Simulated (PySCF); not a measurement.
Runs of PySCF 2.14.0 on OGaBr2H. The cell holds a molecule in a box, 5 atoms: a = 13.000 Å, b = 13.000 Å, c = 12.000 Å, α = 90.00°, β = 90.00°, γ = 90.00°. 

```csv
task,level,frozen core bands,conv_tol,exxdiv,grid for exchange and correlation,three-body dispersion term,gap on the mesh (eV)
atomic charges,r2SCAN0+D3(BJ),-,1e-07 Ha,ewald,"Becke, atom-centred",no,7.40
atomic charges,PBEsol+D4,-,1e-07 Ha,-,"Becke, atom-centred",yes,4.75
atomic charges,PBEsol0,-,1e-07 Ha,ewald,"Becke, atom-centred",-,7.00
excitation energies (Tamm-Dancoff),PBE0,28,1e-08 Ha,ewald,"Becke, atom-centred",-,7.02
atomic charges,HSE03+D3(BJ),-,1e-07 Ha,ewald,"Becke, atom-centred",no,(a)
MP2 correlation energy,HF,28,1e-08 Ha,ewald,-,-,(b)
```

Alike in all rows: potentials or basis def2-svp (all-electron); no spin polarisation; cell as given; k mesh 1 × 1 × 1; smearing fixed.

**Question.** Estimate the missing entries.

**Answer.** (a) 6.22; (b) 13.52.

Caveats: this is a molecule in a periodic box at the Γ point, so its band gap is the HOMO-LUMO gap; relativity is left out, which matters for the heavier elements; the basis of atomic orbitals isn't converged, which shifts pressures, moduli and gaps; the basis is small and the box finite, so much correlation energy is missing and levels can be off by tenths of an eV (some runs); the D4 parameters stored for this functional may belong to another (some runs); the iterative solver can pass over a root and still report convergence (some runs); this program's HSE differs a little from the usual definition (some runs).

A k mesh can miss the band edges, and the runs leave out spin-orbit coupling on Br, Ga.

Runs at the PBE level aren't shown here.
